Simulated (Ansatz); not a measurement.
# BLYP/STO-3G run of HOF (hypofluorous acid)

Aim: the electronic atomisation energy of HOF (hypofluorous acid) at BLYP/STO-3G, from 4 runs. 

Program for the calculation: Ansatz 0.2.0.

### Step 1. The system as given

HOF: 3 atoms, total charge 0, spin state singlet. SMILES: `OF`. The shape is that of a PBE0-D4/def2-TZVP optimisation.

Bond lengths: O1–F2 1.406 Å, O1–H3 0.969 Å. Angles: F2–O1–H3 99.1°.

### Step 2. A single-point energy at BLYP/STO-3G

The input, run.yaml:

```yaml
basis:
  gaussian:
    orbitals: STO-3G
crystal:
  periodic: [false, false, false]
  atoms:
    - {symbol: O, position_ang: [0.430590, -0.210340, 0.216330]}
    - {symbol: F, position_ang: [-0.221910, 1.014620, -0.010980]}
    - {symbol: H, position_ang: [-0.208690, -0.804280, -0.205350]}
hamiltonian:
  xc: {name: BLYP}
accuracy: high
```

Run with:

```
$ ansatz run run.yaml --threads 1 --pin off --max-ram 3480MiB --events-out events.jsonl --progress --plain --runs-dir runs
```

Standard output:

```text
Warning: RAYON_NUM_THREADS=1 ignored (pool sized by the plan → 1); use --threads N
Functional definition: BLYP
  name "BLYP"
  parameter beta = 0.0042
  parameter a = 0.04918
  parameter b = 0.132
  parameter c = 0.2533
  parameter d = 0.349
  exchange = b88_x(beta = beta)
  correlation = lyp_c(a = a, b = b, c = c, d = d)
168 factors; integrals over basis functions are off by at most 4.3e-8 eV
mean field evaluation 1: about -4707.5033 eV, gradient 7.8e0 eV
mean field evaluation 2: about -4707.5082 eV, gradient 8.7e0 eV
mean field evaluation 4: about -4707.7402 eV, gradient 2.3e-1 eV
mean field evaluation 8: about -4707.7039 eV, gradient 2.6e-3 eV
mean field evaluation 16: about -4707.7039 eV, gradient 5.7e-8 eV
mean field -4707.70393367 eV, -173.0049285659 hartree, gradient 5.7e-8 eV, S^2 0.000000; 0 other end points of the search recorded, 0 dependent functions left out
reference -4707.70395494 eV, -173.0049293476 hartree; 9, 9 occupied and 2, 2 virtual orbitals, 168 factors
Total energy: -4707.70395494 eV, -173.0049293476 hartree
```

Wall time 0.44 s (1 thread of Arm Neoverse V1, shared host).

### Step 3. The F atom at the same level

The input, in.yaml:

```yaml
crystal:
  periodic: [false, false, false]
  atoms:
    - {symbol: F, position_ang: [0.000000, 0.000000, 0.000000]}
basis:
  gaussian:
    orbitals: STO-3G
magnetization:
  spin_polarized: true
  initial_magnetization: 1
accuracy: high
hamiltonian:
  xc: {name: BLYP}
```

Run the same way, it converges to -98.23564 Eh (log not shown).

### Step 4. The H atom, same level

The input, input.yaml:

```yaml
basis:
  gaussian:
    orbitals: STO-3G
crystal:
  periodic: [false, false, false]
  atoms:
    - {symbol: H, position_ang: [0.000000, 0.000000, 0.000000]}
magnetization:
  spin_polarized: true
  initial_magnetization: 1
hamiltonian:
  xc: {name: BLYP}
accuracy: high
```

Run the same way, it converges to -0.46274 Eh (log not shown).

### Step 5. The O atom

The input, molecule.yaml:

```yaml
crystal:
  periodic: [false, false, false]
  atoms:
    - {symbol: O, position_ang: [0.000000, 0.000000, 0.000000]}
basis:
  gaussian: {orbitals: STO-3G}
magnetization: {spin_polarized: true, initial_magnetization: 2}
hamiltonian: {xc: {name: BLYP}}
accuracy: high
```

Run the same way, it converges to -74.00713 Eh (log not shown).

### Step 6. Summary of results

At BLYP/STO-3G:

| quantity | value |
| --- | --- |
| molecule: total energy | -173.00493 Eh |
| F atom: total energy | -98.23564 Eh |
| F atom: ⟨S²⟩ | 0.750 |
| H atom: total energy | -0.46274 Eh |
| H atom: ⟨S²⟩ | 0.750 |
| O atom: total energy | -74.00713 Eh |
| O atom: ⟨S²⟩ | 2.000 |
| electronic atomisation energy | 8.148 eV |

Taking the molecule apart into free atoms costs 8.15 eV (188 kcal/mol), before zero-point energy and without spin-orbit coupling. In a minimal basis such a difference can be off by several eV, whatever the method.
